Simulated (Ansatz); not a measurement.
# TaIn: what a guessed cell relaxes into

Where does this trial cell of TaIn go when cell and atoms are let free?

Computed with Ansatz 0.2.0 (DFT PBE, scalar-relativistic, plane waves, PAW, unless a step's input says otherwise).

**1. The structure to begin with**

It takes space group Fm-3m (No. 225, cubic). Conventional cell: a = 5.593 Å, b = 5.593 Å, c = 5.593 Å, α = 90.00°, β = 90.00°, γ = 90.00°. Ta (site symmetry m-3m) has 6 In at 2.80 Å as nearest neighbours. Around In (site symmetry m-3m) lie 6 Ta at 2.80 Å.

Structure file:

```cif
data_structure
_symmetry_space_group_name_H-M 'Fm-3m'
_symmetry_Int_Tables_number 225
_cell_length_a 5.5927
_cell_length_b 5.5927
_cell_length_c 5.5927
_cell_angle_alpha 90.000
_cell_angle_beta 90.000
_cell_angle_gamma 90.000
_cell_volume 174.93
loop_
_atom_site_label
_atom_site_type_symbol
_atom_site_symmetry_multiplicity
_atom_site_Wyckoff_symbol
_atom_site_fract_x
_atom_site_fract_y
_atom_site_fract_z
_atom_site_occupancy
Ta1 Ta 4 b 0.50000 0.00000 0.00000 1
In1 In 4 a 0.00000 0.00000 0.00000 1
```

Recipe of the guess: random cell by space group and Wyckoff sites (Fm-3m, No. 225). Lengths come from tabulated atomic sizes and are only a guess.

**2. A first look at the guess**

input.yaml reads:

```yaml
crystal:
  lattice:
    - [0.0, 2.79637003, 2.79637003]
    - [2.79637003, 0.0, 2.79637003]
    - [2.79637003, 2.79637003, 0.0]
  atoms:
    - { symbol: Ta, position: [0.5, 0.5, 0.5] }
    - { symbol: In, position: [0.0, 0.0, 0.0] }
basis:
  ecutwfc: 420
kpoints:
  mp_grid: { grid: [6, 6, 6] }
hamiltonian:
  xc: pbe
scf:
  occupations: { method: gaussian, width: 0.1 }
  lower_state_search: "off"
output:
  forces: true
  stress: true
  eigenvalues: true
```

On the command line:

```bash
> ansatz run input.yaml --threads 1 --pin off --max-ram 2560MiB --backend cpu --events-out ev --progress --plain --runs-dir out
```

Output, shortened:

```text
Warning: RAYON_NUM_THREADS=1 ignored (pool sized by the plan → 1); use --threads N
[...]
Pseudopotentials: kind: paw
Pseudopotential: Ta, paw, valence charge 13, recommended cutoff 420 eV (normal), Ta.paw.azcp
Pseudopotential: In, paw, valence charge 13, recommended cutoff 420 eV (normal), In.paw.azcp
Functional definition: PBE
[...]
Crystal: 2 atoms, lattice volume = 43.733 Å³
Basis set: ecut = 420 eV, 869 PW (Γ), exchange–correlation on 54×54×54 points (8 copies of the dense FFT grid, shifted against one another)
Bands: 17, of which v1, the nominal top of the filled ones, is band 13 counted from 1 (12 counted from 0)
Symmetry: 48 space group operations
Space group: Fm-3m (ITA 225), of the structure as read, at distance tolerance 3.5e-5 Å
k-points: 16 of 216
[...]
SCF iter   1: F=—  HF=-15528.205934 eV  |F-HF|=—  |Δ(HF+E_count)|=         —  Δρ=4.06e-3  dr2=1.36e-2  ethr=1.77e-3  ⟨swp⟩=5.8  Hψ=1388  notcnv=0
[...]
SCF iter   6: F=-15528.203456 eV  HF=-15528.203456 eV  |F-HF|=3.10e-9  |Δ(HF+E_count)|=   8.54e-8  Δρ=3.13e-6  dr2=4.31e-9  ethr=3.85e-10  ⟨swp⟩=5.8  Hψ=1144  notcnv=0
[...]
SCF converged after 6 iterations
Free energy (F): -15528.203456 eV
[...]
E sigma→0 (E₀):  -15528.201844 eV
Entropy (-TS):   -0.003223 eV (-1.612 meV/atom)
Fermi energy:    14.065196 eV
[...]
--- Forces (eV/Å), atoms counted from 1 ---
  atom   1  Ta     0.00000000    -0.00000000    -0.00000000
  atom   2  In    -0.00000000     0.00000000     0.00000000
[...]
--- Stress (GPa, compression-positive) ---
        1.672587      -0.000000       0.000000
        0.000000       1.672587      -0.000000
        0.000000      -0.000000       1.672587
  P = ⅓ Tr σ = 1.6726 GPa (16.726 kbar)
--- Band table (eV; the first three rows and the last of 16) ---
  k-point 0: bands = ["-54.6291", "-21.0928", "-21.0928", "-21.0928", "-0.3656", "-0.3656", "-0.1924", "-0.1924", "-0.1924", "4.7022", "13.7953", "13.7953", "13.7953", "14.7302", "14.7302", "18.8662", "18.8662"]
[...]
```

Wall time 0.98 s (1 thread of Arm Neoverse V2, shared host); peak memory 0.28 GiB.

The probe gives pressure 1.7 GPa, largest force 0.00 eV/Å, gap on this mesh none (metal). A cheap, loose relaxation comes first.

**3. Coarse relaxation**

input.yaml: that of step 2 with these lines changed.

```diff
@@ -21 +21,6 @@
   eigenvalues: true
+relax:
+  adjacent_minimum: "off"
+  f_tol: 0.04
+  max_steps: 70
+  cell: { stress_tol: 0.4 }
```

On the command line:

```bash
> ansatz run input.yaml --threads 1 --pin off --max-ram 2560MiB --backend cpu --events-out ev --progress --plain --runs-dir out
```

Output:

```text
Warning: RAYON_NUM_THREADS=1 ignored (pool sized by the plan → 1); use --threads N
Engine: ansatz 0.2.0, aarch64-unknown-linux-gnu
[... 4 set-up lines as earlier in the session ...]
  parameter kappa = 0.804
  parameter beta = 0.06672455060314922
  exchange = pbe_x(kappa = kappa, mu = beta*pi^2/3)
  correlation = pbe_c(beta = beta)
Crystal: 2 atoms, lattice volume = 43.733 Å³
Basis set: ecut = 420 eV, 869 PW (Γ), exchange–correlation on 54×54×54 points (8 copies of the dense FFT grid, shifted against one another)
Bands: 17, of which v1, the nominal top of the filled ones, is band 13 counted from 1 (12 counted from 0)
[... 2 set-up lines as earlier in the session ...]
k-points: 16 of 216
Non-local potential: Ta, projectors of the file, l = 0: 3, l = 1: 2, l = 2: 2, l = 3: 1
Non-local potential: In, projectors of the file, l = 0: 2, l = 1: 2, l = 2: 2, l = 3: 2
PAW form: soft (Blöchl's): semilocal exchange-correlation on the pseudo side does not see the compensation charge
PAW one-centre angular grid: Ta, 590 points (default); XC on 64 Gauss nodes
PAW one-centre angular grid: In, 590 points (default); XC on 64 Gauss nodes
Initial density: superposition of atomic densities (neutral atoms: chi_scale 0, normalization atom), corrected by the library's trained network
Initial wavefunctions: pseudopotential atomic-orbital guess
Functional: x = pbe(κ = 0.804, μ = 0.2195149727645171), c = pbe(β = 0.06672455060314922)
SCF iter   1: F=—  HF=-15528.205934 eV  |F-HF|=—  |Δ(HF+E_count)|=         —  Δρ=4.06e-3  dr2=1.36e-2  ethr=1.77e-3  ⟨swp⟩=5.8  Hψ=1388  notcnv=0
preconditioner: auto → none  [insulator: Δε(μ)=0.314 eV  Ē_g=11.509 eV  σ=0.100 eV  W_gap=0.79  n_scr=14 (ndim 8)  ℏωp=23.8 eV  f_vac=0.000  D(μ)=0.60/eV (n_scr^D=0)  ε∞_Penn≈5.3]
SCF iter   2: F=—  HF=-15528.203924 eV  |F-HF|=—  |Δ(HF+E_count)|=   2.01e-3  Δρ=2.03e-3  dr2=2.39e-3  ethr=5.23e-5  ⟨swp⟩=2.2  Hψ=527  notcnv=0
SCF iter   3: F=—  HF=-15528.203313 eV  |F-HF|=—  |Δ(HF+E_count)|=   6.11e-4  Δρ=8.20e-4  dr2=1.61e-4  ethr=9.19e-6  ⟨swp⟩=2.5  Hψ=472  notcnv=0  defer=1
SCF iter   4: F=—  HF=-15528.203452 eV  |F-HF|=—  |Δ(HF+E_count)|=   1.39e-4  Δρ=1.52e-4  dr2=5.66e-6  ethr=6.20e-7  ⟨swp⟩=2.0  Hψ=332  notcnv=0  defer=1
SCF iter   5: F=—  HF=-15528.203456 eV  |F-HF|=—  |Δ(HF+E_count)|=   3.43e-6  Δρ=3.63e-5  dr2=2.36e-7  ethr=2.18e-8  ⟨swp⟩=2.0  Hψ=401  notcnv=0  defer=1
SCF iter   6: F=-15528.203456 eV  HF=-15528.203456 eV  |F-HF|=3.10e-9  |Δ(HF+E_count)|=   8.54e-8  Δρ=3.13e-6  dr2=4.31e-9  ethr=3.85e-10  ⟨swp⟩=5.8  Hψ=1144  notcnv=0
SCF 1 converged in 6 iterations: F = -15528.203456 eV  dr2 = 4.31e-9
relax step   1: F+E_penalty+E_count = -15528.20345566 eV  Δ(F+E_penalty+E_count) = +0.000e0 eV  max|allowed force component| = 1.147e-29 eV/Å  Δτ_max = 0.0000 Å  P = +1.673 GPa  Ω = 43.733 Å³  (6 SCF iters, dr2 threshold 1.00e-7 eV, accepted)
Crystal: 2 atoms, lattice volume = 45.594 Å³
Basis set: ecut = 420 eV, 893 PW (Γ), exchange–correlation on 54×54×54 points (8 copies of the dense FFT grid, shifted against one another)
Initial density: handed on by an earlier stage of this run
Initial wavefunctions: those handed on with the density
iter 1 solved again at ethr=1.46e-5 eV; its pass at ethr=3.10e-3 eV (dr2=3.79e-3 eV) is discarded
SCF iter   1: F=—  HF=-15528.196573 eV  |F-HF|=—  |Δ(HF+E_count)|=         —  Δρ=2.15e-3  dr2=3.72e-3  ethr=1.46e-5  ⟨swp⟩=1.1  Hψ=1793  notcnv=0
preconditioner: auto → none  [insulator: Δε(μ)=0.314 eV  Ē_g=11.296 eV  σ=0.100 eV  W_gap=0.81  n_scr=14 (ndim 8)  ℏωp=23.3 eV  f_vac=0.000  D(μ)=0.64/eV (n_scr^D=0)  ε∞_Penn≈5.3]
SCF iter   2: F=—  HF=-15528.195751 eV  |F-HF|=—  |Δ(HF+E_count)|=   8.22e-4  Δρ=1.14e-3  dr2=8.95e-4  ethr=1.43e-5  ⟨swp⟩=2.0  Hψ=415  notcnv=0
SCF iter   3: F=—  HF=-15528.195496 eV  |F-HF|=—  |Δ(HF+E_count)|=   2.55e-4  Δρ=4.08e-4  dr2=3.31e-5  ethr=3.44e-6  ⟨swp⟩=2.9  Hψ=485  notcnv=0
SCF iter   4: F=—  HF=-15528.195507 eV  |F-HF|=—  |Δ(HF+E_count)|=   1.11e-5  Δρ=8.71e-5  dr2=2.34e-6  ethr=1.27e-7  ⟨swp⟩=2.2  Hψ=348  notcnv=0
SCF iter   5: F=-15528.195507 eV  HF=-15528.195507 eV  |F-HF|=7.04e-10  |Δ(HF+E_count)|=   6.39e-7  Δρ=1.32e-5  dr2=6.28e-8  ethr=7.69e-10  ⟨swp⟩=3.4  Hψ=1182  notcnv=0
SCF 2 converged in 5 iterations: F = -15528.195507 eV  dr2 = 6.28e-8
relax step   2: F+E_penalty+E_count = -15528.19550738 eV  Δ(F+E_penalty+E_count) = +7.948e-3 eV  max|allowed force component| = 6.738e-30 eV/Å  Δτ_max = 0.0000 Å  P = -2.773 GPa  Ω = 45.594 Å³  energy of the carried Pulay correction = -5.555e-4 eV  (5 SCF iters, dr2 threshold 2.00e-7 eV, rejected (line search))
Crystal: 2 atoms, lattice volume = 44.415 Å³
iter 1 solved again at ethr=5.26e-6 eV; its pass at ethr=3.10e-3 eV (dr2=1.37e-3 eV) is discarded
SCF iter   1: F=—  HF=-15528.206970 eV  |F-HF|=—  |Δ(HF+E_count)|=         —  Δρ=1.31e-3  dr2=1.31e-3  ethr=5.26e-6  ⟨swp⟩=1.0  Hψ=1595  notcnv=0
preconditioner: auto → none  [insulator: Δε(μ)=0.334 eV  Ē_g=11.320 eV  σ=0.100 eV  W_gap=0.82  n_scr=14 (ndim 8)  ℏωp=23.6 eV  f_vac=0.000  D(μ)=0.66/eV (n_scr^D=0)  ε∞_Penn≈5.4]
SCF iter   2: F=—  HF=-15528.206672 eV  |F-HF|=—  |Δ(HF+E_count)|=   2.98e-4  Δρ=6.75e-4  dr2=2.86e-4  ethr=5.03e-6  ⟨swp⟩=2.0  Hψ=415  notcnv=0
SCF iter   3: F=—  HF=-15528.206588 eV  |F-HF|=—  |Δ(HF+E_count)|=   8.40e-5  Δρ=2.49e-4  dr2=1.17e-5  ethr=1.10e-6  ⟨swp⟩=2.4  Hψ=440  notcnv=0
SCF iter   4: F=—  HF=-15528.206583 eV  |F-HF|=—  |Δ(HF+E_count)|=   4.78e-6  Δρ=5.13e-5  dr2=8.04e-7  ethr=4.51e-8  ⟨swp⟩=2.2  Hψ=344  notcnv=0
SCF iter   5: F=—  HF=-15528.206587 eV  |F-HF|=—  |Δ(HF+E_count)|=   3.74e-6  Δρ=7.73e-6  dr2=2.08e-8  ethr=3.09e-9  ⟨swp⟩=2.2  Hψ=421  notcnv=0
SCF iter   6: F=-15528.206587 eV  HF=-15528.206587 eV  |F-HF|=2.91e-11  |Δ(HF+E_count)|=   1.14e-9  Δρ=8.85e-7  dr2=1.94e-10  ethr=4.92e-12  ⟨swp⟩=3.4  Hψ=1158  notcnv=0
SCF 3 converged in 6 iterations: F = -15528.206587 eV  dr2 = 1.94e-10
relax step   3: F+E_penalty+E_count = -15528.20658707 eV  Δ(F+E_penalty+E_count) = -3.131e-3 eV  max|allowed force component| = 1.098e-29 eV/Å  Δτ_max = 0.0000 Å  P = -0.079 GPa  Ω = 44.415 Å³  energy of the carried Pulay correction = -2.063e-4 eV  (6 SCF iters, accepted)
Initial wavefunctions: pseudopotential atomic-orbital guess (no wavefunctions were taken with the density)
iter 1 solved again at ethr=9.62e-9 eV; its pass at ethr=3.10e-3 eV (dr2=2.50e-6 eV) is discarded
SCF iter   1: F=—  HF=-15528.206790 eV  |F-HF|=—  |Δ(HF+E_count)|=         —  Δρ=6.86e-5  dr2=9.30e-8  ethr=9.62e-9  ⟨swp⟩=3.4  Hψ=2205  notcnv=0
preconditioner: auto → none  [insulator: Δε(μ)=0.329 eV  Ē_g=11.357 eV  σ=0.100 eV  W_gap=0.82  n_scr=14 (ndim 8)  ℏωp=23.6 eV  f_vac=0.000  D(μ)=0.65/eV (n_scr^D=0)  ε∞_Penn≈5.3]
SCF iter   2: F=—  HF=-15528.206795 eV  |F-HF|=—  |Δ(HF+E_count)|=   4.46e-6  Δρ=3.38e-5  dr2=2.18e-8  ethr=3.58e-10  ⟨swp⟩=2.0  Hψ=354  notcnv=0
SCF iter   3: F=—  HF=-15528.206797 eV  |F-HF|=—  |Δ(HF+E_count)|=   1.87e-6  Δρ=6.94e-6  dr2=5.36e-9  ethr=8.37e-11  ⟨swp⟩=2.1  Hψ=413  notcnv=0
SCF iter   4: F=-15528.206797 eV  HF=-15528.206797 eV  |F-HF|=2.75e-9  |Δ(HF+E_count)|=   6.53e-8  Δρ=1.52e-6  dr2=4.38e-10  ethr=4.92e-12  ⟨swp⟩=3.1  Hψ=1059  notcnv=0
SCF 4 converged in 4 iterations: F = -15528.206797 eV  dr2 = 4.38e-10
relax step   4: F+E_penalty+E_count = -15528.20679673 eV  Δ(F+E_penalty+E_count) = -2.097e-4 eV  max|allowed force component| = 5.341e-30 eV/Å  Δτ_max = 0.0000 Å  P = -0.077 GPa  Ω = 44.415 Å³  stress off target by 7.73e-2 GPa  SCF on the basis re-selected at this cell (its energy is not comparable with the rows above)  (4 SCF iters)
basis re-selected at this cell: Δ(F+E_penalty+E_count) = -2.097e-4 eV, ΔP = +0.001 GPa vs the last step (what re-selecting the basis moved, of the pressure what is left beyond the Pulay correction that the steps carried, after the strain that the cell walked since its last selection, with what the two solves' SCF thresholds leave and, on support functions, any second-order correction that the steps lacked; it is no measure of the basis error at this ecutwfc). This SCF's stress stands 7.73e-2 GPa from its target on what of the cell is left free (relax.cell.stress_tol is 4.00e-1 GPa) and its largest allowed force component is 5.34e-30 eV/Å (relax.f_tol is 4.00e-2 eV/Å): within both
SCF converged after 4 iterations
Free energy (F): -15528.206797 eV
Harris-Foulkes:  -15528.206797 eV  (|F-HF|=2.75e-9)
Internal energy: -15528.203547 eV  (E = F + TS)
E sigma→0 (E₀):  -15528.205172 eV
Entropy (-TS):   -0.003249 eV (-1.625 meV/atom)
Fermi energy:    13.799874 eV
--- Per-component energies (eV) ---
  E_band       = -157.262831
  E_kinetic    = 608.484108
  E_local      = -1724.606332  (includes V_loc(G=0)·N_el)
  E_nonlocal   = 379.414795
  E_hartree    = 648.021018
  E_xc         = -433.618329
  E_vxc        = -303.188352  (∫ρ·V_xc dr)
  E_paw        = -12549.440864  (= ΣΔE_a)
  E_vpaw       = -413.409552  (= ΣTr[D̂ρ^β])
  E_aug_tail   = 0.000178  (compensation charges beyond the density's cutoff)
  E_ewald      = -2456.458121
  E_smearing   = -0.003249  (= −TS)
  E_closure    = -0.000000  (closes the sum)
  Σ components = -15528.206797   (vs F -15528.206797, Δ=0.00e0)
--- Forces (eV/Å), atoms counted from 1 ---
  atom   1  Ta     0.00000000    -0.00000000     0.00000000
  atom   2  In    -0.00000000    -0.00000000    -0.00000000
  max |Σ_I F_I| component: 1.04e-29 eV/Å
--- Stress (GPa, compression-positive) ---
       -0.077314      -0.000000      -0.000000
       -0.000000      -0.077314      -0.000000
       -0.000000      -0.000000      -0.077314
  P = ⅓ Tr σ = -0.0773 GPa (-0.773 kbar)
--- Band table (eV; the first three rows and the last of 16) ---
  k-point 0: bands = ["-54.9254", "-21.3832", "-21.3832", "-21.3832", "-0.5963", "-0.5963", "-0.4293", "-0.4293", "-0.4293", "4.5288", "13.5344", "13.5344", "13.5344", "14.4358", "14.4358", "18.5292", "18.5292"]
  k-point 1: bands = ["-54.9251", "-21.3961", "-21.3861", "-21.3861", "-0.5635", "-0.5635", "-0.4204", "-0.4070", "-0.4070", "5.0174", "12.8254", "13.3174", "13.3174", "14.0644", "14.0644", "17.1620", "19.7560"]
  k-point 2: bands = ["-54.9244", "-21.4219", "-21.3921", "-21.3921", "-0.5001", "-0.5001", "-0.4022", "-0.3580", "-0.3580", "6.4206", "10.9253", "12.3434", "12.3434", "14.5161", "14.5161", "15.6962", "20.5488"]
  k-point 15: bands = ["-54.9238", "-21.4213", "-21.4083", "-21.4051", "-0.5884", "-0.4924", "-0.4398", "-0.3345", "-0.2879", "8.0072", "11.2257", "11.7073", "12.0661", "15.3936", "15.4254", "15.4455", "15.5868"]
--- Relaxed structure (3 steps of the walk, 2 accepted, 1 SCFs on fresh bases) ---
  F+E_penalty+E_count = -15528.20679673 eV   max|allowed force component| = 5.341e-30 eV/Å   (the final SCF, on the basis selected at the relaxed cell)
  cell:  # Å, volume = 44.4152 Å³
    - [-8.916901057567282e-34, 2.810826324445516, 2.810826324445516]
    - [2.810826324445516, 4.585834829606031e-34, 2.810826324445516]
    - [2.810826324445516, 2.810826324445516, 2.802454618092574e-34]
  atoms:
    - { symbol: Ta, position: [0.5, 0.5, 0.5] }
    - { symbol: In, position: [1.3049827854312533e-47, -1.0439862283450027e-47, -1.8269758996037549e-47] }
```

It took 3.7 s on 1 thread of Arm Neoverse V2, shared host; peak memory 0.3 GiB.

The steps of the relaxation:

| step | E - E(step 1) (eV/cell) | largest force component (eV/Å) | pressure (GPa) | volume (Å³) |
| --- | --- | --- | --- | --- |
| 1 | 0.0000 | 0.0000 | 1.67 | 43.73 |
| 2 | 0.0079 | 0.0000 | -2.77 | 45.59 |
| 3 | -0.0031 | 0.0000 | -0.08 | 44.42 |
| 4 | -0.0033 | 0.0000 | -0.08 | 44.42 |

Step 1 is the start. Step 4 repeats the geometry before it on a plane-wave basis chosen anew for that cell, so its energy need not be comparable with the rows above. Step 2 was tried and not accepted.

Lengths and angles in the start's conventional setting:

|  | before | after | change |
| --- | --- | --- | --- |
| a (Å) | 5.593 | 5.622 | +0.5 % |
| b (Å) | 5.593 | 5.622 | +0.5 % |
| c (Å) | 5.593 | 5.622 | +0.5 % |
| volume (Å³/atom) | 21.87 | 22.21 | +1.6 % |
| shortest distance (Å) | 2.796 | 2.811 | +0.5 % |
| space group (0.01 Å) | Fm-3m | Fm-3m | same |

Forces and stress were held to the start's 48 operations: a distortion of lower symmetry was not tested.

**4. Relaxation on the finer mesh**

The end of the coarse run is made exact in the group found at a tolerance of 0.06 Å and reduced to its primitive cell.

input.yaml reads:

```yaml
crystal:
  lattice:
    - [0.0, 2.8108263244, 2.8108263244]
    - [2.8108263244, 0.0, 2.8108263244]
    - [2.8108263244, 2.8108263244, 0.0]
  atoms:
    - { symbol: Ta, position: [0.5, 0.5, 0.5] }
    - { symbol: In, position: [0.0, 0.0, 0.0] }
basis:
  ecutwfc: 420
kpoints:
  mp_grid: { grid: [18, 18, 18] }
hamiltonian:
  xc: pbe
scf:
  occupations: { method: gaussian, width: 0.1 }
output:
  forces: true
  stress: true
  eigenvalues: true
relax:
  adjacent_minimum: "off"
  f_tol: 0.01
  max_steps: 80
  cell: { stress_tol: 0.05 }
```

On the command line:

```bash
> ansatz run input.yaml --threads 1 --pin off --max-ram 2560MiB --backend cpu --events-out ev --progress --plain --runs-dir out
```

Output, shortened:

```text
Warning: RAYON_NUM_THREADS=1 ignored (pool sized by the plan → 1); use --threads N
[...]
[... 4 set-up lines as earlier in the session ...]
[...]
Crystal: 2 atoms, lattice volume = 44.415 Å³
Basis set: ecut = 420 eV, 893 PW (Γ), exchange–correlation on 54×54×54 points (8 copies of the dense FFT grid, shifted against one another)
Bands: 17, of which v1, the nominal top of the filled ones, is band 13 counted from 1 (12 counted from 0)
[... 2 set-up lines as earlier in the session ...]
k-points: 195 of 5832
[...]
SCF iter   1: F=—  HF=-15528.211766 eV  |F-HF|=—  |Δ(HF+E_count)|=         —  Δρ=4.02e-3  dr2=1.38e-2  ethr=1.77e-3  ⟨swp⟩=5.9  Hψ=17096  notcnv=0
[...]
  atom   1  Ta     0.00000000     0.00000000     0.00000000
  atom   2  In     0.00000000    -0.00000000    -0.00000000
[...]
--- Stress (GPa, compression-positive) ---
       -0.000312      -0.000000       0.000000
       -0.000000      -0.000312       0.000000
        0.000000       0.000000      -0.000312
  P = ⅓ Tr σ = -0.0003 GPa (-0.003 kbar)
--- Band table (eV; the first three rows and the last of 195) ---
  k-point 0: bands = ["-54.9369", "-21.3935", "-21.3935", "-21.3935", "-0.5957", "-0.5957", "-0.4284", "-0.4284", "-0.4284", "4.5285", "13.5296", "13.5296", "13.5296", "14.4300", "14.4300", "18.5290", "18.5290"]
[...]
--- Relaxed structure (1 steps of the walk, 1 accepted, 1 SCFs on fresh bases) ---
  F+E_penalty+E_count = -15528.20929927 eV   max|allowed force component| = 2.187e-29 eV/Å   (the final SCF, on the basis selected at the relaxed cell)
  cell:  # Å, volume = 44.4152 Å³
    - [0.0, 2.8108263244, 2.8108263244]
    - [2.8108263244, 0.0, 2.8108263244]
    - [2.8108263244, 2.8108263244, 0.0]
  atoms:
    - { symbol: Ta, position: [0.5, 0.5, 0.5] }
    - { symbol: In, position: [0.0, 0.0, 0.0] }
```

It took 16 s on 1 thread of Arm Neoverse V2, shared host; peak memory 0.42 GiB.

Step by step:

| step | energy from step 1 (eV/cell) | largest force component (eV/Å) | pressure (GPa) | volume (Å³) |
| --- | --- | --- | --- | --- |
| 1 | 0.0000 | 0.0000 | 0.00 | 44.42 |
| 2 | 0.0000 | 0.0000 | 0.00 | 44.42 |

Step 1 is the start. Step 2 repeats the geometry before it on a plane-wave basis chosen anew for that cell, so its energy need not be comparable with the rows above.

Lengths and angles in the start's conventional setting:

|  | before | after | change |
| --- | --- | --- | --- |
| a (Å) | 5.622 | 5.622 | 0.0 % |
| b (Å) | 5.622 | 5.622 | 0.0 % |
| c (Å) | 5.622 | 5.622 | 0.0 % |
| volume (Å³/atom) | 22.21 | 22.21 | 0.0 % |
| shortest distance (Å) | 2.811 | 2.811 | 0.0 % |
| space group (0.01 Å) | Fm-3m | Fm-3m | same |

The run keeps the 48 symmetry operations of the start, so it could not have lowered the symmetry.

**5. Results**

```
                              quantity                                                                      value
symmetry at the end (tolerance 0.05 Å)                                                space group Fm-3m (No. 225)
                     conventional cell  a = 5.622 Å, b = 5.622 Å, c = 5.622 Å, α = 90.00°, β = 90.00°, γ = 90.00°
                                volume                                                              22.21 Å³/atom
              energy over the elements                                                              +0.94 eV/atom
                       gap on the mesh                                                               none (metal)
```

**Reading.** The space group Fm-3m (No. 225) is kept, and the volume per atom grows by 1.6 % from the first guess. The formation energy is positive, so the separate elements lie lower. No finished test with a distortion of lower symmetry is shown, so the end may be a saddle point. Spin-orbit coupling is left out for Ta.
